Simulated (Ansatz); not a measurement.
**C2H5InS: from a rough start to a stationary point**

Aim: relax C2H5InS from a cheap starting geometry, then compute its harmonic vibrations to see whether it is a minimum and to get the zero-point energy and entropy, and look at its orbitals and charge.

The runs use Ansatz 0.2.0, Gaussian basis; RKS PBE0-D4/def2-TZVP.

The runs, in order: relaxation at PBE0-D4/def2-TZVP; harmonic vibrations at the same level; a single point in def2-TZVPP for the fields.

### 1 Starting geometry

SMILES `SC=[CH][InH2]`, 9 atoms, charge 0, spin multiplicity 1.

Atoms are counted from 1 here; the program's logs count them from 0.

Bond lengths: S1–C2 1.752 Å, S1–H5 1.339 Å, C2–C3 1.328 Å, C2–H6 1.086 Å, C3–In4 2.197 Å, C3–H7 1.089 Å, In4–H8 1.730 Å, In4–H9 1.744 Å. Angles: C2–S1–H5 96.1°, S1–C2–C3 126.5°, S1–C2–H6 110.1°, C3–C2–H6 123.4°, C2–C3–In4 127.8°, C2–C3–H7 117.7°, In4–C3–H7 114.5°, C3–In4–H8 117.8°, C3–In4–H9 126.8°, H8–In4–H9 115.4°.

The start is a GFN2-xTB geometry. In takes the def2 core potential; no spin-orbit term is included.

### 2 Geometry optimisation, PBE0-D4/def2-TZVP

The input, in.yaml:

```yaml
crystal:
  periodic: [false, false, false]
  atoms:
    - {symbol: S, position_ang: [-0.605100, 2.167270, 0.384410]}
    - {symbol: C, position_ang: [0.856080, 1.200520, 0.356250]}
    - {symbol: C, position_ang: [0.936640, -0.100610, 0.103510]}
    - {symbol: In, position_ang: [-0.699670, -1.478700, -0.394670]}
    - {symbol: H, position_ang: [-1.444510, 1.164850, 0.097410]}
    - {symbol: H, position_ang: [1.720090, 1.822310, 0.571220]}
    - {symbol: H, position_ang: [1.924630, -0.558750, 0.119890]}
    - {symbol: H, position_ang: [-0.290530, -3.123650, -0.742760]}
    - {symbol: H, position_ang: [-2.397620, -1.093230, -0.495260]}
basis:
  gaussian: {orbitals: def2-TZVP}
hamiltonian: {xc: pbe0, dispersion: d4}
relax: {f_tol: 0.005, max_steps: 150}
```

The run is started by

```sh
$ ansatz run in.yaml --threads 4 --pin off --events-out ev --progress --plain --max-ram 10444MiB
```

The runs that follow: Force constants and modes; A single point for the fields.

Q: Predict the results of all the runs planned. Wanted: point group; shift from the start; total energy; dispersion term; dipole moment; lowest, highest wavenumber; zero-point energy; HOMO, LUMO.

**Answer**, as computed:

| quantity | value |
| --- | --- |
| point group | Cs |
| steps | 9 |
| shift from the start (rms) | 0.086 Å |
| total energy | -18158.0123 eV |
| dispersion term | -186 meV |
| dipole moment | 0.63 D |
| lowest, highest wavenumber | 118, 3153 cm⁻¹ |
| zero-point energy | 33.5 kcal/mol |
| entropy at 298.15 K | 345.5 J/(mol K) |
| HOMO, LUMO | -6.62, -1.97 eV |

**Reading.** The atoms moved 0.09 Å (rms) from the start; the bond that changed most is C3–In4, from 2.197 to 2.126 Å. No mode is imaginary: a true minimum at this level. The stiffest mode, 3153 cm⁻¹, is a C–H stretch, and 2 modes under 200 cm⁻¹ make the vibrational entropy uncertain. Harmonic hybrid wavenumbers usually lie a few per cent above measured fundamentals. The largest Mulliken charge, -0.48 e, sits on C3. The HOMO lies mostly on S1 47 %; C3 29 % and the LUMO on In4 44 %; H8, H9 about 13 % each.
